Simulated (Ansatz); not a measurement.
**BGaH₆SSi: small, medium and large basis sets**

Aim: see how fast density functionals converge with the basis set for BGaH₆SSi.

Method: one geometry, several basis sets; program: Ansatz 0.2.0, Gaussian basis.

Levels to be run: PBE0-D4/def2-SVP; ωB97M-V/def2-SVP; PBE0-D4/def2-QZVPP; ωB97M-V/def2-QZVPP; the functionals' def2-TZVPP values are taken from earlier runs.

**1. Structure used throughout**

An earlier PBE0-D4 in a triple-zeta def2 set relaxation fixed the geometry.

SMILES `B[S][GaH][SiH3]`, 10 atoms, charge 0, spin multiplicity 1.

Atoms are counted from 1 here; the program's logs count them from 0.

Bond lengths: B1–S2 1.779 Å, B1–H5 1.194 Å, B1–H6 1.196 Å, S2–Ga3 2.237 Å, Ga3–Si4 2.409 Å, Ga3–H7 1.569 Å, Si4–H8 1.488 Å, Si4–H9 1.489 Å, Si4–H10 1.487 Å. Angles: S2–B1–H5 117.4°, S2–B1–H6 121.8°, H5–B1–H6 120.7°, B1–S2–Ga3 101.7°, S2–Ga3–Si4 118.7°, S2–Ga3–H7 112.9°, Si4–Ga3–H7 128.5°, Ga3–Si4–H8 110.4°, Ga3–Si4–H9 110.2°, Ga3–Si4–H10 110.5°, H8–Si4–H9 108.4°, H8–Si4–H10 108.8°, H9–Si4–H10 108.4°.

**2. PBE0-D4 in def2-SVP**

Contents of in.yaml:

```yaml
crystal:
  periodic: [false, false, false]
  atoms:
    - {symbol: B, position_ang: [-0.552028, 1.856537, -1.004115]}
    - {symbol: S, position_ang: [0.920494, 1.210795, -1.765892]}
    - {symbol: Ga, position_ang: [1.266844, -0.651197, -0.574954]}
    - {symbol: Si, position_ang: [-0.275797, -1.196467, 1.193024]}
    - {symbol: H, position_ang: [-0.993374, 2.877114, -1.438062]}
    - {symbol: H, position_ang: [-1.087203, 1.298350, -0.092270]}
    - {symbol: H, position_ang: [2.538895, -1.444158, -1.039696]}
    - {symbol: H, position_ang: [-1.649107, -1.371047, 0.648699]}
    - {symbol: H, position_ang: [0.131294, -2.464221, 1.858494]}
    - {symbol: H, position_ang: [-0.300018, -0.115717, 2.214772]}
basis:
  gaussian: {orbitals: def2-SVP}
hamiltonian: {xc: pbe0, dispersion: d4}
output: {orbitals: {seedname: orbitals}}
```

Launch:

```console
$ ansatz run in.yaml --threads 2 --pin off --events-out ev --progress --plain --max-ram 32768MiB --backend cpu
```

Further steps of the session: ωB97M-V in def2-SVP; PBE0-D4 in def2-QZVPP; ωB97M-V in def2-QZVPP.

**Question.** What will the summary of the whole plan be? Wanted: PBE0-D4: double and triple zeta above quadruple; ωB97M-V: double and triple zeta above quadruple.

**Answer**, as computed:

```
                                       quantity           value
PBE0-D4: double and triple zeta above quadruple  15.79, 1.81 eV
ωB97M-V: double and triple zeta above quadruple  15.78, 1.75 eV
```

In words: For PBE0-D4 the step from double to triple zeta gains 13.98 eV and the next only 1.81 eV. Total energies overstate the basis error of differences, where much of it tends to cancel.
